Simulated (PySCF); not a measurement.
# GeO: basis, grid and Hamiltonian

Aim: see how much the energy and properties of GeO depend on the numerical set-up.

Program: PySCF 2.14.0. Level of theory: method and basis as typed in the scripts. These are calculated values, not measurements.

2 further runs of the same task are left out: 2 that didn't finish.

## Step 1: Where the work starts

GeO: 2 atoms, charge 0, spin multiplicity 1.

Bond lengths: Ge1–O2 1.672 Å.

## Step 2: Base script

The input, input.py:

```python
from pyscf import gto, dft

mol = gto.M(
    atom='Ge 0 0 0; O 0 0 1.672',
    basis='minao',
    charge=0,
    spin=0,
    symmetry=True,
    verbose=4,
)
mf = dft.RKS(mol, xc='b3lyp5')
mf.kernel()
mf.dip_moment()
print('orbital energies (hartree):', mf.mo_energy[..., max(0, mol.nelec[1]-3):mol.nelec[0]+3].round(4))
```

The run is started by

```console
OMP_NUM_THREADS=1 python input.py
```

The log of this run is left out.

It gives: E(SCF) = -2152.086427 Eh, 11 cycles, μ = 2.15 D.

The bond length is a typed value, not an optimised one.

## Step 3: Integration grid 1

Run 1 changes integration grid: default → 1.

The input, input.py:

```python
from pyscf import gto, dft

mol = gto.M(
    atom='Ge 0 0 0; O 0 0 1.672',
    basis='minao',
    charge=0,
    spin=0,
    symmetry=True,
    verbose=4,
)
mf = dft.RKS(mol, xc='b3lyp5')
mf.grids.level = 1
mf.kernel()
mf.dip_moment()
print('orbital energies (hartree):', mf.mo_energy[..., max(0, mol.nelec[1]-3):mol.nelec[0]+3].round(4))
```

The run is started by

```console
OMP_NUM_THREADS=1 python input.py
```

## Step 4: Integration grid 2

Run 2 changes integration grid: default → 2.

input.py, as its differences from that of step 2:

```diff
@@ -11,2 +11,3 @@
 mf = dft.RKS(mol, xc='b3lyp5')
+mf.grids.level = 2
 mf.kernel()
```

## Step 5: Integration grid (20, 50)

Run 3 changes integration grid: default → (20, 50).

input.py, as its differences from that of step 2:

```diff
@@ -11,2 +11,3 @@
 mf = dft.RKS(mol, xc='b3lyp5')
+mf.grids.atom_grid = (20, 50)
 mf.kernel()
```

## Step 6: Cc-pvdz-dk (X2C on)

Run 4 changes basis set: minao → cc-pvdz-dk; spin-free X2C: off → on.

input.py, as its differences from that of step 2:

```diff
@@ -4,3 +4,3 @@
     atom='Ge 0 0 0; O 0 0 1.672',
-    basis='minao',
+    basis='cc-pvdz-dk',
     charge=0,
@@ -11,2 +11,3 @@
 mf = dft.RKS(mol, xc='b3lyp5')
+mf = mf.sfx2c1e()
 mf.kernel()
```

## Step 7: Density fitting cc-pvdz-jkfit

Run 5 changes density fitting: none → cc-pvdz-jkfit.

input.py, as its differences from that of step 2:

```diff
@@ -11,2 +11,3 @@
 mf = dft.RKS(mol, xc='b3lyp5')
+mf = mf.density_fit(auxbasis='cc-pvdz-jkfit')
 mf.kernel()
```

**Question.** What will these runs give? Wanted: for each run, E(SCF); from base; gap; SCF dipole.

As calculated:

```tsv
run	E(SCF) (hartree)	from base (eV)	cycles	gap (eV)	SCF dipole (D)	functions
base	-2152.086427	0	11	5.50	2.15	23
integration grid 1	-2152.086438	-0.0003	11	5.50	2.15	23
integration grid 2	-2152.086428	0.0000	11	5.50	2.15	23
integration grid (20, 50)	-2152.087419	-0.0270	11	5.49	2.15	23
cc-pvdz-dk (X2C on)	-2173.891269	not comparable	11	5.95	3.14	41
density fitting cc-pvdz-jkfit	-2151.979276	+2.9157	11	5.50	2.15	23
```

What this shows: The SCF energy stays the same, to the digits that matter, with integration grid 2. Of the runs whose energies can be compared, “density fitting cc-pvdz-jkfit” moves the SCF energy most (+2.916 eV). Rows marked «poor choice» come from settings spoiled on purpose.
